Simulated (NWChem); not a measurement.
# A workflow on the pair BH2SeCl···GaH3

Wanted: a single-point energy (singlet GaBH5SeCl, PBE-D3(0)/cc-pVDZ), then the energy (singlet BH2SeCl, PBE-D3(0)/cc-pVDZ), then a single-point energy (singlet GaH3, PBE-D3(0)/cc-pVDZ), then a single-point energy (singlet BH2SeCl, PBE-D3(0)/cc-pVDZ), then a single-point energy (singlet GaH3, PBE-D3(0)/cc-pVDZ) of BClGaH5Se and its partners. 

The results are computed with NWChem 7.3.0.

### Step 1. Starting point

The species is GaBH5SeCl (9 atoms), meant as a singlet with charge 0. The two molecules were placed rigidly side by side, at 0.85 times their contact distance; the pair isn't optimised.

Bond lengths: Cl1–B2 1.743 Å, B2–Se3 1.916 Å, B2–H4 1.188 Å, Se3–H5 1.469 Å, Ga6–H7 1.568 Å, Ga6–H8 1.568 Å, Ga6–H9 1.568 Å. Angles: Cl1–B2–Se3 118.9°, Cl1–B2–H4 119.6°, Se3–B2–H4 121.5°, B2–Se3–H5 94.6°, H7–Ga6–H8 120.0°, H7–Ga6–H9 120.0°, H8–Ga6–H9 120.0°.

### Step 2. The energy at PBE-D3(0)/cc-pVDZ (run 1)

Contents of bclgah5se.nw:

```
start bclgah5se
memory 2200 mb

geometry units angstroms noautosym nocenter noautoz
  Cl      -2.143360      -0.275280      -0.264020
  B       -0.416760      -0.329780      -0.034120
  Se       0.567140       1.314420      -0.007620
  H        0.123440      -1.378780       0.102280
  H        1.869540       0.669420       0.203480
  Ga      -1.810620       2.808640       2.375020
  H       -2.416490       4.243400       2.189600
  H       -2.010780       1.722900       1.261030
  H       -1.006850       2.458960       3.675570
end

basis "ao basis" spherical bse
  * library cc-pVDZ
end

dft
  xc xpbe96 cpbe96
  disp vdw 3
  grid fine
  convergence energy 1e-08
  maxiter 100
  mulliken
  print low
end

task dft energy
```

On the command line:

```sh
$ nwchem bclgah5se.nw > bclgah5se.out
```

Log:

```text
[...]
 d= 0,ls=0.0,diis     1  -4813.4454127381 -5.31D+03  1.07D-02  5.88D-01    28.4
[...]
 d= 0,ls=0.0,diis    10  -4813.5215796089 -8.47D-09  6.54D-07  6.56D-09   192.1
         Total DFT energy =    -4813.521579608859
      One electron energy =    -7694.394845496020
           Coulomb energy =     2576.277647904398
    Exchange-Corr. energy =     -195.325625083088
 Nuclear repulsion energy =      499.924966958642
    Dispersion correction =       -0.003723892791
[...]
      Total Density - Mulliken Population Analysis
     ---------------------------------------------
    Atom       Charge   Shell Charges
 -----------   ------   -------------------------------------------------------
    1 Cl  17    17.02   2.00  2.04  0.96  0.90  6.01  3.08  2.00  0.03
    2 B    5     5.07   2.01  0.64  0.35  1.55  0.40  0.12
    3 Se  34    33.98   2.00  2.00  2.03  1.08  0.73  6.00  6.01  2.21  1.86  9.93  0.13
    4 H    1     0.98   0.74  0.22  0.02
    5 H    1     0.93   0.69  0.21  0.03
    6 Ga  31    30.85   2.00  2.00  2.01  0.95  0.35  6.00  6.00  1.04  0.47  9.86  0.17
    7 H    1     1.06   0.69  0.36  0.01
    8 H    1     1.07   0.69  0.37  0.01
    9 H    1     1.06   0.69  0.36  0.01
[...]
```

It took 3.2 min on 1 thread of Intel Xeon Platinum 8488C (Sapphire Rapids), shared host; peak memory 0.12 GiB.

### Step 3. BH2SeCl: the energy at PBE-D3(0)/cc-pVDZ (run 2)

Contents of calc.nw:

```
start calc
memory total 2200 mb
geometry noautosym nocenter noautoz
Cl   -2.143360   -0.275280   -0.264020
B    -0.416760   -0.329780   -0.034120
Se    0.567140    1.314420   -0.007620
H     0.123440   -1.378780    0.102280
H     1.869540    0.669420    0.203480
end
basis spherical bse
* library cc-pVDZ
end
dft
xc xpbe96 cpbe96
disp vdw 3
grid fine
convergence energy 1e-08
maxiter 100
mulliken
print low
end
task dft energy
```

On the command line:

```sh
$ nwchem calc.nw > calc.out
```

Log:

```text
[...]
 d= 0,ls=0.0,diis     1  -2887.1850452311 -3.08D+03  1.53D-02  4.81D-01     9.0
[...]
 d= 0,ls=0.0,diis    10  -2887.2433686102 -6.27D-09  7.31D-07  3.57D-09    55.9
         Total DFT energy =    -2887.243368610166
      One electron energy =    -4406.413577776876
           Coulomb energy =     1440.962807142047
    Exchange-Corr. energy =     -119.579585586508
 Nuclear repulsion energy =      197.787973517827
    Dispersion correction =       -0.000985906657
[...]
      Total Density - Mulliken Population Analysis
     ---------------------------------------------
    Atom       Charge   Shell Charges
 -----------   ------   -------------------------------------------------------
    1 Cl  17    17.04   2.00  2.04  0.96  0.90  6.01  3.09  2.03  0.03
    2 B    5     5.07   2.01  0.64  0.35  1.55  0.40  0.12
    3 Se  34    33.98   2.00  2.00  2.03  1.08  0.73  6.00  6.01  2.22  1.85  9.93  0.12
    4 H    1     0.98   0.75  0.22  0.02
    5 H    1     0.93   0.69  0.21  0.03
[...]
```

Run time: 57 s. Hardware: 1 thread of Intel Xeon Platinum 8488C (Sapphire Rapids), shared host; peak memory 0.12 GiB.

### Step 4. GaH3: the energy at PBE-D3(0)/cc-pVDZ (run 3)

Contents of m1.nw:

```
START m1
memory 2200 mb

GEOMETRY units angstrom noautosym nocenter noautoz
 Ga    -1.810620     2.808640     2.375020
 H     -2.416490     4.243400     2.189600
 H     -2.010780     1.722900     1.261030
 H     -1.006850     2.458960     3.675570
END

BASIS "ao basis" spherical bse
 * library cc-pVDZ
END

DFT
 xc xpbe96 cpbe96
 disp vdw 3
 grid fine
 convergence energy 1e-08
 maxiter 100
 mulliken
 print low
END

TASK dft energy
```

On the command line:

```sh
$ nwchem m1.nw > m1.out
```

Log:

```text
[...]
 d= 0,ls=0.0,diis     1  -1926.2600928314 -1.96D+03  1.21D-02  1.06D-01     4.2
[...]
 d= 0,ls=0.0,diis     6  -1926.2787812345 -1.83D-10  2.86D-07  1.87D-10    13.7
         Total DFT energy =    -1926.278781234523
      One electron energy =    -2747.624488933610
           Coulomb energy =      865.119107860075
    Exchange-Corr. energy =      -75.735738310522
 Nuclear repulsion energy =       31.962579476127
    Dispersion correction =       -0.000241326592
[...]
      Total Density - Mulliken Population Analysis
     ---------------------------------------------
    Atom       Charge   Shell Charges
 -----------   ------   -------------------------------------------------------
    1 Ga  31    30.83   2.00  2.00  2.01  0.95  0.35  6.00  6.00  1.04  0.45  9.86  0.17
    2 H    1     1.06   0.69  0.36  0.01
    3 H    1     1.06   0.69  0.36  0.01
    4 H    1     1.06   0.69  0.36  0.01
[...]
```

It took 14 s on 1 thread of Intel Xeon Platinum 8488C (Sapphire Rapids), shared host; peak memory 0.11 GiB.

### Step 5. BH2SeCl among ghost functions: the energy at PBE-D3(0)/cc-pVDZ (with ghost functions) (run 4)

Contents of work.nw:

```
start work
memory stack 880 mb heap 220 mb global 1100 mb
charge 0
geometry units atomic noautosym nocenter noautoz
 Cl    -4.05036339    -0.52020381    -0.49892549
 B     -0.78756226    -0.62319388    -0.06447746
 Se     1.07173927     2.48389381    -0.01439971
 H      0.23326779    -2.60551659     0.19328119
 H      3.53291858     1.26502046     0.38452147
 bqGa    -3.421576     5.307560     4.488137
 bqH     -4.566504     8.018864     4.137744
 bqH     -3.799823     3.255809     2.383001
 bqH     -1.902671     4.646761     6.945821
end
basis spherical bse
 Cl library cc-pVDZ
 B library cc-pVDZ
 Se library cc-pVDZ
 H library cc-pVDZ
 bqGa library Ga cc-pVDZ
 bqH library H cc-pVDZ
end
dft
 xc xpbe96 cpbe96
 disp vdw 3
 grid fine
 convergence energy 1e-08
 iterations 100
 mulliken
 print low
end
task dft
```

On the command line:

```sh
$ nwchem work.nw > work.out
```

Log:

```text
[...]
 d= 0,ls=0.0,diis     1  -2887.1856686072 -3.08D+03  9.50D-03  4.84D-01    24.2
[...]
 d= 0,ls=0.0,diis    10  -2887.2441848570 -6.55D-09  4.72D-07  3.72D-09   203.8
         Total DFT energy =    -2887.244184856984
      One electron energy =    -4406.357655383151
           Coulomb energy =     1440.903058906516
    Exchange-Corr. energy =     -119.576561792484
 Nuclear repulsion energy =      197.787959319106
    Dispersion correction =       -0.000985906970
[...]
      Total Density - Mulliken Population Analysis
     ---------------------------------------------
    Atom       Charge   Shell Charges
 -----------   ------   -------------------------------------------------------
    1 Cl  17    17.03   2.00  2.04  0.96  0.90  6.01  3.09  2.02  0.03
    2 B    5     5.08   2.01  0.64  0.35  1.55  0.41  0.12
    3 Se  34    33.96   2.00  2.00  2.03  1.08  0.73  6.00  6.01  2.22  1.84  9.93  0.12
    4 H    1     0.98   0.74  0.22  0.02
    5 H    1     0.93   0.69  0.21  0.03
    6 X    0     0.02  -0.00 -0.00 -0.00 -0.00  0.01 -0.00 -0.00 -0.00  0.01  0.00 -0.00
    7 X    0    -0.00  -0.00 -0.00 -0.00
    8 X    0     0.00  -0.00  0.00 -0.00
    9 X    0     0.00  -0.00  0.00  0.00
[...]
```

It took 3.4 min on 1 thread of Intel Xeon Platinum 8488C (Sapphire Rapids), shared host; peak memory 0.12 GiB.

### Step 6. GaH3 among ghost functions: a single-point energy at PBE-D3(0)/cc-pVDZ (with ghost functions) (run 5)

Contents of gah3.nw:

```
start gah3
title "GaH3 PBE"
memory 2200 mb
charge 0

geometry noautosym nocenter noautoz
   Ga   -1.810620    2.808640    2.375020
   H    -2.416490    4.243400    2.189600
   H    -2.010780    1.722900    1.261030
   H    -1.006850    2.458960    3.675570
   bqCl    -2.143360    -0.275280    -0.264020
   bqB     -0.416760    -0.329780    -0.034120
   bqSe     0.567140     1.314420    -0.007620
   bqH      0.123440    -1.378780     0.102280
   bqH      1.869540     0.669420     0.203480
end

basis spherical bse
   Ga library cc-pVDZ
   H library cc-pVDZ
   bqCl library Cl cc-pVDZ
   bqB library B cc-pVDZ
   bqSe library Se cc-pVDZ
   bqH library H cc-pVDZ
end

dft
   xc xpbe96 cpbe96
   disp vdw 3
   grid fine
   convergence energy 1e-08
   maxiter 100
   mulliken
   noprint "final vectors analysis"
end

task dft energy
```

On the command line:

```sh
$ nwchem gah3.nw > gah3.out
```

Log:

```text
[...]
          Wavefunction type:  closed shell.
          No. of atoms     :     9
          No. of electrons :    34
[...]
          Charge           :     0
          Spin multiplicity:     1
[...]
          AO basis - number of functions:   111
[...]
              XC Information
              --------------
          PerdewBurkeErnzerhof Exchange Functional  1.000
            Perdew 1991 LDA Correlation Functional  1.000 local
           PerdewBurkeErnz. Correlation Functional  1.000 non-local
[...]
 d= 0,ls=0.0,diis     1  -1926.2601939783 -1.96D+03  4.66D-03  1.08D-01    23.2
[...]
 d= 0,ls=0.0,diis     6  -1926.2789303477 -2.09D-09  5.03D-07  3.84D-09   106.8
         Total DFT energy =    -1926.278930347673
      One electron energy =    -2747.612154169884
           Coulomb energy =      865.105964282942
    Exchange-Corr. energy =      -75.735078610266
 Nuclear repulsion energy =       31.962579476127
    Dispersion correction =       -0.000241326592
[...]
      Total Density - Mulliken Population Analysis
     ---------------------------------------------
    Atom       Charge   Shell Charges
 -----------   ------   -------------------------------------------------------
    1 Ga  31    30.85   2.00  2.00  2.01  0.95  0.35  6.00  6.00  1.04  0.46  9.86  0.17
    2 H    1     1.05   0.69  0.35  0.01
    3 H    1     1.04   0.69  0.33  0.01
    4 H    1     1.06   0.69  0.36  0.01
    5 X    0     0.00  -0.00 -0.00 -0.00 -0.00 -0.00 -0.00  0.00  0.00
    6 X    0     0.01  -0.00 -0.00  0.00 -0.00  0.01 -0.00
    7 X    0     0.00  -0.00 -0.00 -0.00 -0.00  0.00 -0.00 -0.00 -0.00  0.00 -0.00  0.00
    8 X    0     0.00   0.00  0.00  0.00
    9 X    0     0.00  -0.00  0.00  0.00
[...]
```

Run time: 1.8 min. Hardware: 1 thread of Intel Xeon Platinum 8488C (Sapphire Rapids), shared host; peak memory 0.12 GiB.

### Step 7. Results

| quantity | value |
| --- | --- |
| run 1, PBE-D3(0)/cc-pVDZ: total energy | -4813.52158 Eh |
| run 1, PBE-D3(0)/cc-pVDZ: dispersion energy | -9.78 kJ/mol |
| BH2SeCl: total energy | -2887.24337 Eh |
| BH2SeCl: dispersion energy | -2.59 kJ/mol |
| GaH3: total energy | -1926.27878 Eh |
| GaH3: dispersion energy | -0.63 kJ/mol |
| BH2SeCl among ghost functions: total energy | -2887.24418 Eh |
| BH2SeCl among ghost functions: dispersion energy | -2.59 kJ/mol |
| GaH3 among ghost functions: total energy | -1926.27893 Eh |
| GaH3 among ghost functions: dipole moment | 0.03 D |
| GaH3 among ghost functions: dispersion energy | -0.63 kJ/mol |
| interaction energy of the rigid parts BH2SeCl and GaH3 (parts in their own basis; closest atoms 2.52 Å apart) | 0.016 eV |
| interaction energy of the rigid parts BH2SeCl and GaH3 (parts in the whole basis, counterpoise; closest atoms 2.52 Å apart) | 0.042 eV |

What this shows: The interaction energy of the rigid parts BH2SeCl and GaH3 (parts in their own basis; closest atoms 2.52 Å apart) is 0.02 eV (0.4 kcal/mol). Without counterpoise this holds the superposition error of the basis. The interaction energy of the rigid parts BH2SeCl and GaH3 (parts in the whole basis, counterpoise; closest atoms 2.52 Å apart) is 0.04 eV (4.0 kJ/mol): the parts repel at this shape. The basis-set superposition error is 2.5 kJ/mol. Mulliken charges (GaH3) run from -0.06 on H2 to +0.17 on Ga1; they depend strongly on the basis.
